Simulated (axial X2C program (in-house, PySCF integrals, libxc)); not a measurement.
# All-electron X2C curves of RuCl

Aim: find the lowest determinant of RuCl, scan the bond at several levels and fit the constants, once spin-free and once with spin–orbit coupling.

The runs use an in-house X2C program for linear molecules on PySCF integrals; all-electron X2C, Ru dyall-cv3z, Cl dyall-av3z.

All values are calculated.

### Step 1. The job

task.json reads:

```json
{"zs": [44, 17], "q": 0, "bas": ["dyall-cv3z", "dyall-av3z"], "levels": ["PBE0", "HF", "BHandHLYP"], "cc": true, "r0": 2.24, "thr": -2.0, "nmax": 110, "npts": 10, "nst": 2, "ntry": 8}
```

Keys: zs atomic numbers; q charge; bas basis sets; levels methods (HF also brings MP2); cc coupled cluster on or off; r0 starting distance in Å; thr threshold in hartree for freezing inner shells (an s shell follows its p shell); nmax most natural virtual spinors; npts points asked for on the curve; nst determinants followed; ntry starts of the search.

Launch:

```bash
$ python so2c.py task.json out
```

Spin-free means the one-electron spin-free X2C Hamiltonian; two-component (2c) means X2C with spin–orbit coupling and atomic mean-field two-electron Coulomb and Gaunt terms. Basis: Ru dyall-cv3z contracted to [12s12p8d5f3g], Cl dyall-av3z contracted to [9s8p3d2f]; Gaussian nuclei, density fitting. Masses: Ru 101.904 u, Cl 34.969 u.

Notation: σ, π±, δ± give the projection m of an orbital's angular momentum (0, ±1, ±2), α and β its spin, Λ and M_S the sums; ω is the projection of a spinor's total angular momentum and Ω the sum. Logs are in hartree.

The results follow Hamiltonian by Hamiltonian and level by level.

### Step 2. Search for the lowest determinant

Determinants are compared with PBE0 at 2.240 Å.

Spin-free determinants:

```csv
ΔE (eV),state,open shells
0.00,"M_S = 3/2, Λ = 2","beyond closed shells: π+α, π-α, δ+α, δ+β, δ-α"
0.07,"M_S = 3/2, Λ = 3","beyond closed shells: σα, π+α, π+β, π-α, δ+α, δ+β, δ-α"
0.08,"M_S = 3/2, Λ = 0","beyond closed shells: σα, δ+α, δ-α"
0.20,"M_S = 3/2, Λ = 1","beyond closed shells: σα, π+α, π-α, π-β, δ+α, δ+β, δ-α"
0.29,"M_S = 3/2, Λ = 0","beyond closed shells: σα, π+α, π-α"
0.51,"M_S = 3/2, Λ = 1","beyond closed shells: π+α, π+β, π-α, δ+α, δ-α"
0.61,"M_S = 5/2, Λ = 2","beyond closed shells: 2 × σα, π+α, π-α, δ+α, δ+β, δ-α"
```

Two-component determinants:

```csv
ΔE (eV),state,open shells
0.00,Ω = 7/2,"excess of +ω over −ω: ω = -1/2, ω = 3/2, ω = 5/2"
0.01,Ω = 9/2,"excess of +ω over −ω: ω = 1/2, ω = 3/2, ω = 5/2"
0.18,Ω = 3/2,"excess of +ω over −ω: ω = 1/2, ω = -3/2, ω = 5/2"
0.22,Ω = 1/2,excess of +ω over −ω: ω = 1/2
0.26,Ω = 5/2,excess of +ω over −ω: ω = 5/2
0.35,Ω = 3/2,excess of +ω over −ω: ω = 3/2
0.57,Ω = 5/2,excess of +ω over −ω: ω = 5/2
```

### Step 3. PBE0, spin-free

State followed: M_S = 3/2, Λ = 2 (beyond closed shells: π+α, π-α, δ+α, δ+β, δ-α). The scan is laid around 2.240 Å, a first estimate of the minimum, and this SCF restarts from the orbitals of the search.

The SCF at the reference distance of 2.240 Å:

```text
spin-free X2C-1e  PBE0
basis functions 212  fitting functions 979  grid points 5079
iter        total energy     max residual
   1      -4991.614448682     2.07e-05
   2      -4991.614448748     1.97e-05
   3      -4991.614448772     1.44e-05
   4      -4991.614448832     6.90e-06
   5      -4991.614448851     1.45e-06
   6      -4991.614448851     3.47e-07
converged
one-electron -7236.81147840  Coulomb 2231.27572358  exact exchange -40.03934514  xc functional -122.74673897  nuclear repulsion 176.70739008
```

Along the bond, energies from the lowest point:

| R (Å) | E (eV) | μ (D) | HOMO (eV) | LUMO (eV) | iterations |
| --- | --- | --- | --- | --- | --- |
| 1.949 | 0.7559 | -3.21 | -5.59 | -2.61 | 14 |
| 2.038 | 0.3021 | -3.69 | -5.65 | -2.71 | 14 |
| 2.106 | 0.1145 | -4.05 | -5.71 | -2.84 | 14 |
| 2.173 | 0.0218 | -4.41 | -5.78 | -2.96 | 14 |
| 2.240 | 0.0000 | -4.76 | -5.86 | -3.07 | 6 |
| 2.318 | 0.0398 | -5.17 | -5.96 | -3.19 | 15 |
| 2.397 | 0.1295 | -5.56 | -6.06 | -3.31 | 12 |
| 2.498 | 0.2930 | -6.05 | -6.21 | -3.46 | 14 |
| 2.621 | 0.5352 | -6.63 | -6.38 | -3.63 | 14 |
| 2.800 | 0.9201 | -7.42 | -6.62 | -3.87 | 15 |

Dipoles are positive if Cl is the positive end.

Outer orbitals at the reference distance:

```
symmetry  occupied  ε (eV)              atomic character
      σα       yes  -21.87    78% Cl s, 8% Ru d, 7% Ru p
      σβ       yes  -21.69    78% Cl s, 8% Ru d, 7% Ru p
      σα       yes  -10.49   60% Cl p, 33% Ru d, 3% Cl s
      σβ       yes  -10.11   70% Cl p, 22% Ru d, 3% Cl s
     π+α       yes   -9.76            57% Ru d, 40% Cl p
     π-α       yes   -9.76            57% Ru d, 40% Cl p
     π+β       yes   -8.61   81% Cl p, 12% Ru d, 3% Ru f
     π-β       yes   -8.60   82% Cl p, 12% Ru d, 3% Ru f
     δ+α       yes   -8.07                     100% Ru d
     δ-α       yes   -8.07                     100% Ru d
     π+α       yes   -7.54   48% Cl p, 43% Ru d, 4% Ru p
     π-α       yes   -7.54   48% Cl p, 43% Ru d, 4% Ru p
      σα       yes   -6.80  54% Ru d, 23% Cl p, 19% Ru s
     δ+β       yes   -6.27                     100% Ru d
      σβ       yes   -5.86  60% Ru d, 20% Ru s, 16% Cl p
      σα        no   -3.07   48% Ru s, 32% Ru p, 9% Cl p
     δ-β        no   -2.69                      99% Ru d
     π+β        no   -2.51    84% Ru d, 7% Cl p, 4% Ru p
     π-β        no   -2.39    84% Ru d, 7% Cl p, 4% Ru p
```

PBE0 fields in the half plane through the axis: z from -2.4 to 4.5 Å across, distance from the axis 0.15 to 2.25 Å upwards; Ru lies at z = 0 and Cl at z = 2.240 Å; the ELF is damped to zero where the density is low.

log10 density (e/bohr³). Ten even steps from '0' (-4.75 ) to '9' (1.72 ):
```
001122222222222222211000
001122333333333332221110
011223344433333333332210
012233444444444444433211
012334555554455555443221
112345566655555665544321
122345677765566666554322
123456789876566886654322
```

ELF. Ten even steps from ' ' (0.00 ) to '@' (0.88 ):
```
            ..::::....                          
          ..::----::....  ....::::::..          
          ..::------::....::--==++==--::..      
          ..::--==--::..::==**######**==::      
          ..::==++==::..--##%%@@@@@@%%**==..    
          ..==**##**--..==%%@@@@@@@@@@%%++::    
        ..==##%%++%%**::==@@##....%%@@%%**--..  
        ::**@@::##::@@==++%%..@@@@..@@@@##--..  
```

Re = 2.231 Å, ωe = 354 cm⁻¹, ωexe = 1.27 cm⁻¹, Be = 0.1301 cm⁻¹, De = 3.50 eV, μ = -4.72 D.

### Step 4. HF, spin-free

Output at 2.240 Å:

```text
spin-free X2C-1e  HF
basis functions 212  fitting functions 979  grid points 5079
iter        total energy     max residual
   1      -4988.985745313     3.21e-01
   2      -4989.018889738     6.35e-03
   3      -4989.021338292     3.91e-03
   4      -4989.021839777     1.83e-03
   5      -4989.022071774     1.21e-03
   6      -4989.022161697     8.24e-04
   7      -4989.022205483     4.78e-04
   8      -4989.022221241     1.86e-04
   9      -4989.022223006     1.19e-04
  10      -4989.022224502     8.98e-05
  11      -4989.022225540     8.53e-05
  12      -4989.022226698     6.96e-05
  13      -4989.022227896     3.70e-05
  14      -4989.022228293     7.94e-06
  15      -4989.022228311     2.31e-06
  16      -4989.022228311     6.35e-07
converged
one-electron -7236.94507599  Coulomb 2231.54246694  exact exchange -160.32700935  xc functional 0.00000000  nuclear repulsion 176.70739008
```

Re = 2.391 Å, ωe = 297.9 cm⁻¹, ωexe = 0.966 cm⁻¹, Be = 0.1133 cm⁻¹, De = 2.23 eV, μ = -7.07 D.

### Step 5. BHandHLYP, spin-free

The SCF at the reference distance of 2.240 Å:

```text
spin-free X2C-1e  BHandHLYP
basis functions 212  fitting functions 979  grid points 5079
iter        total energy     max residual
   1      -4992.064796514     1.03e-01
   2      -4992.067813091     2.48e-03
   3      -4992.067924270     2.20e-03
   4      -4992.068167056     7.25e-04
   5      -4992.068189231     2.86e-04
   6      -4992.068199792     2.15e-04
   7      -4992.068202158     1.19e-04
   8      -4992.068203785     6.69e-05
   9      -4992.068204443     5.29e-05
  10      -4992.068205069     3.43e-05
  11      -4992.068205333     9.19e-06
  12      -4992.068205349     2.83e-06
  13      -4992.068205350     7.12e-07
converged
one-electron -7237.08638597  Coulomb 2231.60125402  exact exchange -80.11304969  xc functional -83.17741379  nuclear repulsion 176.70739008
```

Re = 2.285 Å, ωe = 334 cm⁻¹, ωexe = 1.12 cm⁻¹, Be = 0.124 cm⁻¹, De = 3.24 eV, μ = -5.60 D.

### Step 6. MP2 and beyond, spin-free

Correlated methods: 15 electrons correlated (frozen shells, counted by type: Ru 4 s, 3 p, 1 d; Cl 2 s, 1 p), 289 virtual spinors in MP2, 110 natural virtuals in coupled cluster.

Output of the correlated part at 2.240 Å:

```text
correlated 15  virtual 289  natural virtual 110  E(MP2) -0.413149209  MP2 remainder -0.020936469
iter   CCSD correlation   residual
   1     -0.397522271   1.08e-01
   2     -0.404224517   4.46e-02
   3     -0.406500531   2.24e-02
   4     -0.406723380   1.06e-02
   5     -0.406846313   4.80e-03
   6     -0.406900952   2.01e-03
   7     -0.406902677   8.11e-04
   8     -0.406908161   3.69e-04
   9     -0.406902860   1.78e-04
  10     -0.406903837   8.31e-05
  11     -0.406903406   3.32e-05
  12     -0.406903743   1.58e-05
  13     -0.406903673   8.01e-06
  14     -0.406903684   3.58e-06
(T) -0.018076684  T1 0.0283  D1 0.0629  max T2 0.046
```

T1 in the output is the amplitude norm over the root of the electron number; divide by √2 for the Lee–Taylor value.

MP2: Re = 2.243 Å, ωe = 348 cm⁻¹, Be = 0.1287 cm⁻¹, De = 3.56 eV.

CCSD: Re = 2.270 Å, ωe = 339 cm⁻¹, ωexe = 1.11 cm⁻¹, Be = 0.1256 cm⁻¹, De = 3.33 eV. T1 at Re = 0.020 (Lee–Taylor, the printed value over √2).

CCSD(T): Re = 2.255 Å, ωe = 346 cm⁻¹, ωexe = 1.17 cm⁻¹, Be = 0.1273 cm⁻¹, De = 3.42 eV. T1 at Re = 0.020 (Lee–Taylor, the printed value over √2).

### Step 7. A higher determinant, spin-free

State: M_S = 3/2, Λ = 3 (beyond closed shells: σα, π+α, π+β, π-α, δ+α, δ+β, δ-α).

Output at the reference distance:

```text
spin-free X2C-1e  PBE0
basis functions 212  fitting functions 979  grid points 5079
iter        total energy     max residual
   1      -4991.611833691     7.13e-06
   2      -4991.611833693     4.20e-06
   3      -4991.611833694     2.16e-06
converged
one-electron -7237.83886478  Coulomb 2232.33127419  exact exchange -40.04679508  xc functional -122.76483810  nuclear repulsion 176.70739008
```

```csv
R (Å),E above the lowest PBE0 point (eV)
1.949,0.976
2.038,0.453
2.106,0.229
2.173,0.110
2.240,0.071
2.318,0.099
2.397,0.183
2.498,0.346
2.621,0.595
```

Re = 2.248 Å, ωe = 362 cm⁻¹, ωexe = 1.25 cm⁻¹, Be = 0.1281 cm⁻¹, μ = -4.72 D. Te = 0.07 eV. As a difference of two determinants it need not be a gap between pure terms.

### Step 8. The spin-free curves together

Energy (eV) of the followed determinant, spin-free, from each level's lowest point:

| R (Å) | PBE0 | HF | MP2 | CCSD | CCSD(T) | BHandHLYP |
| --- | --- | --- | --- | --- | --- | --- |
| 1.949 | 0.756 | 1.576 | 0.786 | n/a | n/a | 1.007 |
| 2.038 | 0.302 | 0.869 | 0.330 | 0.414 | 0.372 | 0.465 |
| 2.106 | 0.115 | 0.514 | 0.134 | 0.185 | 0.158 | 0.219 |
| 2.173 | 0.022 | 0.272 | 0.032 | 0.055 | 0.042 | 0.074 |
| 2.240 | 0.000 | 0.118 | 0.000 | 0.000 | 0.000 | 0.006 |
| 2.318 | 0.040 | 0.024 | 0.029 | 0.007 | 0.020 | 0.000 |
| 2.397 | 0.130 | 0.000 | 0.110 | 0.069 | 0.093 | 0.051 |
| 2.498 | 0.293 | 0.042 | 0.265 | 0.204 | 0.241 | 0.176 |
| 2.621 | 0.535 | 0.169 | 0.502 | n/a | n/a | 0.382 |
| 2.800 | 0.920 | 0.435 | 0.890 | n/a | n/a | 0.735 |

[end of part 1 of 2]
